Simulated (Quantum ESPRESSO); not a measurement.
# GaN (P6_3mc) in Quantum ESPRESSO: reference runs

How does GaN come out in PBE? The cell is run as given.

All numbers are computed with Quantum ESPRESSO 7.5; they aren't measurements. Logs are shortened: lines on timing, memory, paths and dates and some standing lists are left out, and cuts for length are marked.

**The experiment to reproduce.**

From “Studying electronic properties in GaN without electrical contacts using γ-γ vs e−-γ Perturbed Angular Correlations”, 2019, pmc:6823545, for a bulk crystal of GaN: band gap 3.503 ± 0.005 eV (direct).

The results are compared with them further down.

### 1 The structure

It takes space group P6_3mc (No. 186, hexagonal). Conventional cell: a = 3.212 Å, b = 3.212 Å, c = 10.357 Å, α = 90.00°, β = 90.00°, γ = 120.00°. Ga (site symmetry 3m) is surrounded by 4 N at 1.95 to 2.00 Å. Ga (site symmetry 3m) is surrounded by 3 N at 1.94 Å. N (site symmetry 3m) has 4 Ga at 1.94 to 2.00 Å as nearest neighbours. N (site symmetry 3m) is surrounded by 3 Ga at 1.95 Å.

The cell is a database's computed one.

### 2 Single point, PBE

Contents of pw.in:

```
&CONTROL
  calculation = 'scf'
  prefix = 'pwscf'
  outdir = './tmp'
  pseudo_dir = './pseudo'
  tprnfor = .true.
  tstress = .true.
  disk_io = 'nowf'
/
&SYSTEM
  ibrav = 0
  nat = 8
  ntyp = 2
  ecutwfc = 70
  ecutrho = 560
  nbnd = 48
  occupations = 'smearing'
  smearing = 'fd'
  degauss = 0.00367493
/
&ELECTRONS
  conv_thr = 1.6d-09
  electron_maxstep = 120
  mixing_beta = 0.5
/
ATOMIC_SPECIES
Ga    69.7230 Ga.pbe-dn-kjpaw_psl.1.0.0.UPF
N     14.0070 N.pbe-n-radius_5.UPF
CELL_PARAMETERS angstrom
   3.2115377864    0.0000000000    0.0000000000
  -1.6057688932    2.7812733083    0.0000000000
   0.0000000000    0.0000000000   10.3568400000
ATOMIC_POSITIONS crystal
Ga     0.0000000000    0.0000000000    0.7858680000
Ga     0.6666666667    0.3333333333    0.0373490000
Ga     0.3333333333    0.6666666667    0.5373490000
Ga     0.0000000000    0.0000000000    0.2858680000
N      0.0000000000    0.0000000000    0.0930380000
N      0.6666666667    0.3333333333    0.3437450000
N      0.0000000000    0.0000000000    0.5930380000
N      0.3333333333    0.6666666667    0.8437450000
K_POINTS automatic
10 10 3 0 0 0
```

Potentials or basis: SSSP 1.3 efficiency PBE.

Run with:

```sh
$ OMP_NUM_THREADS=1 mpirun -n 2 pw.x -nk 2 -in pw.in > pw.out
```

pw.out:

```text
This program is part of the open-source Quantum ESPRESSO suite
     for quantum simulation of materials; please cite
         "P. Giannozzi et al., J. Phys.:Condens. Matter 21 395502 (2009);
         "P. Giannozzi et al., J. Phys.:Condens. Matter 29 465901 (2017);
         "P. Giannozzi et al., J. Chem. Phys. 152 154105 (2020);
     in publications or presentations arising from this work. More details at

     file Ga.pbe-dn-kjpaw_psl.1.0.0.UPF: wavefunction(s)  4S renormalized
     Message from routine setup:
     using ibrav=0 with symmetry is DISCOURAGED, use correct ibrav instead

     K-points division:     npool     =       2
     Subspace diagonalization in iterative solution of the eigenvalue problem:
     a serial algorithm will be used

     G-vector sticks info
     --------------------
     sticks:   dense  smooth     PW     G-vecs:    dense   smooth      PW
     Sum        1417     703    199               139731    49335    7647

     Using Slab Decomposition

     bravais-lattice index     =            0
     lattice parameter (alat)  =       6.0689  a.u.
     unit-cell volume          =     624.2817 (a.u.)^3
     number of atoms/cell      =            8
     number of atomic types    =            2
     number of electrons       =        72.00
     number of Kohn-Sham states=           48
     kinetic-energy cutoff     =      70.0000  Ry
     charge density cutoff     =     560.0000  Ry
     scf convergence threshold =      1.6E-09
     mixing beta               =       0.5000
     number of iterations used =            8  plain     mixing
     Exchange-correlation= PBE
                           (   1   4   3   4   0   0   0)

     celldm(1)=   6.068927  celldm(2)=   0.000000  celldm(3)=   0.000000
     celldm(4)=   0.000000  celldm(5)=   0.000000  celldm(6)=   0.000000

     crystal axes: (cart. coord. in units of alat)
               a(1) = (   1.000000   0.000000   0.000000 )
               a(2) = (  -0.500000   0.866025   0.000000 )
               a(3) = (   0.000000   0.000000   3.224885 )

     reciprocal axes: (cart. coord. in units 2 pi/alat)
               b(1) = (  1.000000  0.577350 -0.000000 )
               b(2) = (  0.000000  1.154701  0.000000 )
               b(3) = (  0.000000 -0.000000  0.310089 )

     PseudoPot. # 1 for Ga read from file:
     Ga.pbe-dn-kjpaw_psl.1.0.0.UPF
     Pseudo is Projector augmented-wave + core cor, Zval = 13.0
     Generated using "atomic" code by A. Dal Corso  v.5.1
     Shape of augmentation charge: PSQ
     Using radial grid of 1205 points,  6 beta functions with:
                l(1) =   0
                l(2) =   0
                l(3) =   1
                l(4) =   1
                l(5) =   2
                l(6) =   2
     Q(r) pseudized with 0 coefficients

     PseudoPot. # 2 for N  read from file:
     N.pbe-n-radius_5.UPF
     Pseudo is Ultrasoft + core correction, Zval =  5.0
     Generated using "atomic" code by A. Dal Corso  v.5.1
     Using radial grid of 1085 points,  4 beta functions with:
                l(1) =   0
                l(2) =   0
                l(3) =   1
                l(4) =   1
     Q(r) pseudized with 0 coefficients

     atomic species   valence    mass     pseudopotential
     Ga               13.00    69.72300     Ga( 1.00)
     N                 5.00    14.00700     N ( 1.00)

     12 Sym. Ops. (no inversion) found ( 6 have fractional translation)

   Cartesian axes

     site n.     atom                  positions (alat units)
         1        Ga     tau(   1) = (   0.0000000   0.0000000   2.5343339  )
         2        Ga     tau(   2) = (   0.5000000   0.2886751   0.1204462  )
         3        Ga     tau(   3) = (  -0.0000000   0.5773503   1.7328887  )
         4        Ga     tau(   4) = (   0.0000000   0.0000000   0.9218914  )
         5        N      tau(   5) = (   0.0000000   0.0000000   0.3000368  )
         6        N      tau(   6) = (   0.5000000   0.2886751   1.1085381  )
         7        N      tau(   7) = (   0.0000000   0.0000000   1.9124793  )
         8        N      tau(   8) = (  -0.0000000   0.5773503   2.7209806  )

     number of k points=    28  Fermi-Dirac smearing, width (Ry)=  0.0037
                       cart. coord. in units 2pi/alat
        k(    1) = (   0.0000000   0.0000000   0.0000000), wk =   0.0066667
        k(    2) = (   0.0000000   0.0000000   0.1033629), wk =   0.0133333
        k(    3) = (   0.0000000   0.1154701   0.0000000), wk =   0.0400000
        k(    4) = (   0.0000000   0.1154701   0.1033629), wk =   0.0800000
        k(    5) = (   0.0000000   0.2309401   0.0000000), wk =   0.0400000
        k(    6) = (   0.0000000   0.2309401   0.1033629), wk =   0.0800000
[... 20 lines left out ...]
        k(   27) = (   0.3000000   0.5196152   0.0000000), wk =   0.0400000
        k(   28) = (   0.3000000   0.5196152   0.1033629), wk =   0.0800000

     Dense  grid:   139731 G-vectors     FFT dimensions: (  45,  45, 150)

     Smooth grid:    49335 G-vectors     FFT dimensions: (  36,  36, 108)

     Initial potential from superposition of free atoms

     starting charge      71.9882, renormalised to      72.0000
     Starting wfcs are   52 randomized atomic wfcs
     Checking if some PAW data can be deallocated...

     Self-consistent Calculation

     iteration #  1     ecut=    70.00 Ry     beta= 0.50
     Davidson diagonalization with overlap
     ethr =  1.00E-02,  avg # of iterations =  3.5

     total energy              =   -1191.33356772 Ry
     estimated scf accuracy    <       2.30001071 Ry

     iteration #  2     ecut=    70.00 Ry     beta= 0.50
     Davidson diagonalization with overlap
     ethr =  3.19E-03,  avg # of iterations =  6.8

     total energy              =   -1192.26715342 Ry
     estimated scf accuracy    <       0.70065073 Ry

     iteration #  3     ecut=    70.00 Ry     beta= 0.50
     Davidson diagonalization with overlap
     ethr =  9.73E-04,  avg # of iterations =  6.6
[... 106 lines left out ...]
     total energy              =   -1192.57064605 Ry
     estimated scf accuracy    <       0.00000028 Ry

     iteration # 19     ecut=    70.00 Ry     beta= 0.50
     Davidson diagonalization with overlap
     ethr =  4.30E-11,  avg # of iterations =  4.8

     total energy              =   -1192.57064607 Ry
     estimated scf accuracy    <       0.00000002 Ry

     iteration # 20     ecut=    70.00 Ry     beta= 0.50
     Davidson diagonalization with overlap
     ethr =  2.10E-11,  avg # of iterations =  6.3

     End of self-consistent calculation

          k = 0.0000 0.0000 0.0000 (  6089 PWs)   bands (ev):

    -6.3689  -6.0856  -5.2771  -5.1893  -4.3881  -4.3881  -4.3868  -4.3868
    -4.2179  -4.2179  -4.2154  -4.2154  -4.1859  -4.1297  -3.7272  -3.7272
    -3.7264  -3.7264  -3.4897  -3.4897  -3.4869  -3.4869  -3.2723  -2.5084
     3.1486   5.5046   6.6181   8.6041   8.6041   8.6484   8.6484   9.4477
     9.4477   9.4804   9.4804  10.0221  10.8522  13.3427  13.5502  13.6046
    17.0298  17.7113  18.5131  18.6344  18.6344  19.3520  19.3520  20.2965

          k = 0.0000 0.0000 0.1034 (  6106 PWs)   bands (ev):

    -6.3084  -6.1689  -5.2458  -5.2040  -4.3878  -4.3878  -4.3871  -4.3871
    -4.2173  -4.2173  -4.2161  -4.2161  -4.1776  -4.1514  -3.7270  -3.7270
    -3.7266  -3.7266  -3.4890  -3.4890  -3.4876  -3.4876  -3.0849  -2.7072
     3.5626   4.5801   7.6340   8.6148   8.6148   8.6369   8.6369   9.0113
     9.4561   9.4561   9.4724   9.4724  11.7502  12.7685  13.6076  13.6900
    17.2369  17.5701  18.7691  18.7691  18.9667  19.1057  19.1057  20.0851
[... 57 lines left out ...]
    -5.7529  -5.7109  -4.9052  -4.8931  -4.3810  -4.3667  -4.3315  -4.3230
    -4.2648  -4.2616  -4.1093  -4.1080  -3.7807  -3.7131  -3.6139  -3.6009
    -3.6007  -3.5923  -3.4506  -3.4463  -2.9158  -2.7185  -2.1523  -1.7159
     2.9523   3.4389   3.9946   4.3683   5.5182   6.9317   7.4116   7.6708
     8.0001   8.3362   8.5988   9.1552  12.1805  12.8755  14.4344  15.1700
    15.9756  16.6531  17.0199  17.7972  18.9910  19.3678  19.7999  20.2648

          k = 0.0000 0.4619 0.1034 (  6186 PWs)   bands (ev):

    -5.7424  -5.7214  -4.9024  -4.8963  -4.3766  -4.3694  -4.3294  -4.3252
    -4.2646  -4.2629  -4.1090  -4.1083  -3.7654  -3.7319  -3.6097  -3.6033
    -3.5987  -3.5944  -3.4496  -3.4474  -2.8829  -2.7913  -2.0193  -1.8081
     3.0538   3.3154   3.9895   4.2174   6.0591   7.0153   7.0553   7.2347
     8.2061   8.4849   8.6256   9.0342  12.4470  12.8502  14.4817  14.8449
    15.9898  16.3537  17.4387  17.8345  19.2483  19.5874  19.6658  20.4952

          k = 0.0000-0.5774 0.0000 (  6194 PWs)   bands (ev):

    -5.7235  -5.6949  -4.8818  -4.8731  -4.3795  -4.3640  -4.3317  -4.3222
    -4.2629  -4.2599  -4.0906  -4.0897  -3.7519  -3.6854  -3.6154  -3.6090
    -3.5964  -3.5853  -3.4371  -3.4338  -2.5557  -2.4955  -1.9437  -1.6923
     2.5366   2.9354   3.6912   3.8210   5.9708   6.7930   7.2936   7.6873
     7.8756   8.0937   8.5030   9.2726  11.9729  12.4751  14.7259  14.7676
    15.8695  16.5457  17.1543  17.6120  19.0297  19.5421  20.0264  20.1779

          k = 0.0000-0.5774 0.1034 (  6178 PWs)   bands (ev):

    -5.7163  -5.7020  -4.8799  -4.8755  -4.3746  -4.3668  -4.3294  -4.3246
    -4.2627  -4.2612  -4.0904  -4.0899  -3.7369  -3.7040  -3.6129  -3.6100
    -3.5935  -3.5880  -3.4363  -3.4347  -2.5449  -2.5159  -1.8754  -1.7509
     2.6639   2.8918   3.5937   3.7014   6.4288   6.8794   7.1071   7.2746
     8.0933   8.3386   8.3842   8.9329  12.3076  12.5726  14.5779  14.5971
    15.7845  16.2187  17.5861  17.8201  19.2177  19.7934  19.8422  20.5126

          k = 0.1000 0.1732 0.0000 (  6140 PWs)   bands (ev):

    -6.1323  -5.9344  -5.1224  -5.1053  -4.4063  -4.4040  -4.3552  -4.3536
    -4.2437  -4.2362  -4.2037  -4.2022  -4.0575  -3.9505  -3.6895  -3.6885
    -3.6575  -3.6259  -3.5238  -3.5217  -3.4890  -3.4813  -3.0562  -2.2857
     3.5973   5.2699   6.2409   6.8271   7.4045   7.7788   8.0308   8.1506
     8.4408   8.9759   9.0266   9.8466  12.5971  13.7874  14.7715  15.0132
    16.5027  16.5972  17.5793  18.3817  18.4016  18.9761  19.6204  20.1082

          k = 0.1000 0.1732 0.1034 (  6143 PWs)   bands (ev):
[... 118 lines left out ...]
    -5.6884  -5.6538  -4.8649  -4.8596  -4.3390  -4.3354  -4.3248  -4.3127
    -4.2730  -4.2645  -4.1357  -4.1355  -3.6965  -3.6787  -3.6273  -3.6270
    -3.5587  -3.5579  -3.4966  -3.4949  -2.2613  -2.2414  -1.5980  -1.5550
     3.2666   3.4465   3.6840   4.3394   4.7344   5.0065   6.1121   6.3270
     6.5283   8.1465   8.7410   8.9588  13.0800  13.2836  15.9304  16.5764
    16.9936  17.1391  17.5731  17.8741  18.4553  18.7563  19.2252  19.2527

          k = 0.3000 0.5196 0.1034 (  6178 PWs)   bands (ev):

    -5.6799  -5.6626  -4.8635  -4.8608  -4.3424  -4.3420  -4.3160  -4.3112
    -4.2709  -4.2667  -4.1357  -4.1356  -3.6921  -3.6832  -3.6273  -3.6272
    -3.5586  -3.5582  -3.4962  -3.4953  -2.2566  -2.2466  -1.5865  -1.5650
     3.3253   3.4051   3.7610   4.0816   4.8887   5.0452   6.0234   6.1549
     6.9753   7.7587   8.8945   9.0076  13.0562  13.1564  16.2087  16.7610
    16.7796  17.0007  17.6850  17.8443  18.5390  18.8489  18.9873  19.1668

     the Fermi energy is    10.4664 ev

!    total energy              =   -1192.57064607 Ry
     estimated scf accuracy    <          5.3E-11 Ry
     smearing contrib. (-TS)   =      -0.00000021 Ry
     internal energy E=F+TS    =   -1192.57064586 Ry

     The total energy is F=E-TS. E is the sum of the following terms:
     one-electron contribution =    -357.34684350 Ry
     hartree contribution      =     256.43626524 Ry
     xc contribution           =    -175.41829746 Ry
     ewald contribution        =    -468.67675054 Ry
     one-center paw contrib.   =    -447.56501960 Ry

     convergence has been achieved in  20 iterations

     Forces acting on atoms (cartesian axes, Ry/au):

     atom    1 type  1   force =     0.00000000    0.00000000    0.00077494
     atom    2 type  1   force =    -0.00000000   -0.00000000   -0.00558218
     atom    3 type  1   force =    -0.00000000   -0.00000000   -0.00558218
     atom    4 type  1   force =     0.00000000    0.00000000    0.00077494
     atom    5 type  2   force =     0.00000000    0.00000000   -0.00798024
     atom    6 type  2   force =    -0.00000000    0.00000000    0.01278748
     atom    7 type  2   force =     0.00000000    0.00000000   -0.00798024
     atom    8 type  2   force =    -0.00000000   -0.00000000    0.01278748

     Total force =     0.022758     Total SCF correction =     0.000010

     Computing stress (Cartesian axis) and pressure

          total   stress  (Ry/bohr**3)                   (kbar)     P=       -5.58
  -0.00021029   0.00000000   0.00000000          -30.93        0.00        0.00
   0.00000000  -0.00021029   0.00000000            0.00      -30.93        0.00
   0.00000000   0.00000000   0.00030680            0.00        0.00       45.13

=------------------------------------------------------------------------------=
   JOB DONE.
=------------------------------------------------------------------------------=
```

Wall time 2.4 min (2 MPI ranks of Intel Xeon 6975P-C (Granite Rapids), shared host); peak memory 0.78 GiB.

Results:

- Free energy: -16225.7502 eV
- Pressure: -0.6 GPa
- Largest force: 0.329 eV/Å
- Band gap on the k mesh: 0.83 eV, direct

Forces in eV/Å, atoms in the order of the input:
```
Ga   0.000  0.000  0.020
Ga   0.000  0.000 -0.144
Ga   0.000  0.000 -0.144
Ga   0.000  0.000  0.020
N    0.000  0.000 -0.205
N    0.000  0.000  0.329
N    0.000  0.000 -0.205
N    0.000  0.000  0.329
```

Stress tensor (GPa, compression positive):
```
-3.09  0.00  0.00
 0.00 -3.09  0.00
 0.00  0.00  4.51
```

### 3 Against experiment

Step 2. Measured gap of GaN: 3.503 eV (direct; quoted in “Studying electronic properties in GaN without electrical contacts using γ-γ vs e−-γ Perturbed Angular Correlations”, 2019, pmc:6823545). This calculation gives 0.83 eV (-2.67 eV). So large a miss can be the level of theory's own, or it may mean another phase, state or a wrong row. Spin-orbit coupling on Ga is left out. The value is that of PBE, without temperature or zero-point motion. Semilocal functionals fall short of measured gaps as a rule. The cell is a database's relaxed one, not the measured one, which moves gaps too.
